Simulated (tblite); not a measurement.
# C7H9BCl2: the cost of one run

Computed with tblite 0.8.0 and PySCF 2.14.0, with density-fitted response routines of our own, on a single molecule in the gas phase. Atoms are numbered from 0 throughout.

## 1. Starting geometry

19 atoms, charge 0, multiplicity 1; geometry from: force field or distance geometry start.

Bonds of the start (Å): C0–C1 1.32, C1–C2 1.45, C2–C3 1.31, C3–C4 1.47, C4–C5 1.31, C5–C6 1.49, C3–B7 1.56, B7–Cl8 1.86, B7–Cl9 1.86, C0–H10 1.09, C0–H11 1.11, C1–H12 1.08, C2–H13 1.11, C4–H14 1.08, C5–H15 1.10, C6–H16 1.10, C6–H17 1.14, C6–H18 1.11.

## 2. Relaxing the molecule with GFN2-xTB

Job settings and geometry (Å):

```
{"job": {"kind": "relax", "xc": "GFN2-xTB", "basis": "xTB"}, "charge": 0, "multiplicity": 1}
C     -3.564700    -0.433500    -0.155700
C     -2.279900    -0.688300    -0.004700
C     -1.331800     0.391700    -0.198400
C     -0.030200     0.312100    -0.092700
C      0.569000    -0.971000     0.287700
C      1.864800    -1.114900     0.408000
C      2.859900    -0.023900     0.204200
B      0.788300     1.611200    -0.349300
Cl     0.663000     2.912300     0.967500
Cl     0.661000     2.281300    -2.082500
H     -3.843200     0.585900    -0.432500
H     -4.339300    -1.209200    -0.012800
H     -2.028500    -1.694400     0.286100
H     -1.768500     1.370400    -0.481600
H     -0.036800    -1.848500     0.462500
H      2.249500    -2.108200     0.701300
H      2.907100     0.350700    -0.833800
H      3.872400    -0.510400     0.367600
H      2.777900     0.795800     0.951700
```

On the command line:

```
$ OMP_NUM_THREADS=1 python probes_run.py task.json out
```

The driver reads the jobs from task.json and runs them one after another.

**Question.** How long does this first job take on 1 thread of Arm Neoverse N1, shared host, and how much memory does it need?

About 3.1 s, with a peak of 0.18 GiB.
